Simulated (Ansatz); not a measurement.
AlSn under changes of volume

One of the cells (25.236 Å³/atom); the others are scaled copies at fixed shape and fractional positions:

```xyz
2
Lattice="4.1981 0.0000 0.0000 -2.0991 3.6357 0.0000 0.0000 0.0000 3.3068" Properties=species:S:1:pos:R:3 pbc="T T T"
Sn    0.0000    2.4238    1.6534
Al    0.0000    0.0000    0.0000
```

The cell comes from a database or a generator and needn't be the stable form of this composition.

* Program: Ansatz 0.2.0
* Functional: RPBE
* Dispersion: D4
* Potentials or basis: all-electron LAPW, scalar-relativistic
* Cutoff: 174 eV (chosen from the basis error)
* Basis error allowed: 0.001 eV/atom
* k mesh: 7 × 7 × 8
* Occupations: methfessel-paxton, width 0.2 eV
* Spin: no spin polarisation

| volume (Å³/atom) | energy over the lowest point (meV/atom) | pressure (GPa) |
| --- | --- | --- |
| 23.722 | ? | ? |
| 24.227 | 0.00 | -0.3 |
| 24.731 | 2.59 | -1.4 |
| 25.236 | 8.48 | -2.4 |
| 25.741 | 17.31 | -3.2 |
| 26.245 | 28.69 | -4.0 |
| 26.750 | 42.31 | -4.7 |

Question: What does the run at 23.722 Å³/atom give?

Answer: Energy over the lowest point 1.09 meV/atom; pressure 0.9 GPa.

Worked out: A Birch-Murnaghan fit of order 3 (a polynomial in V^(-2/3)) to the other rows has its minimum at 24.13 Å³/atom, just outside them, with B0 = V·E''(V) = 59 GPa and B' = 5.2 at fixed shape and positions, which overstates the stiffness. It gives 1.20 meV/atom at 23.722 Å³/atom, against the run's 1.09, and -dE/dV = 1.0 GPa, against 0.9.

Energies are extrapolated to zero smearing.

Caveats: pairwise dispersion overbinds metals, which lowers pressure and volume.
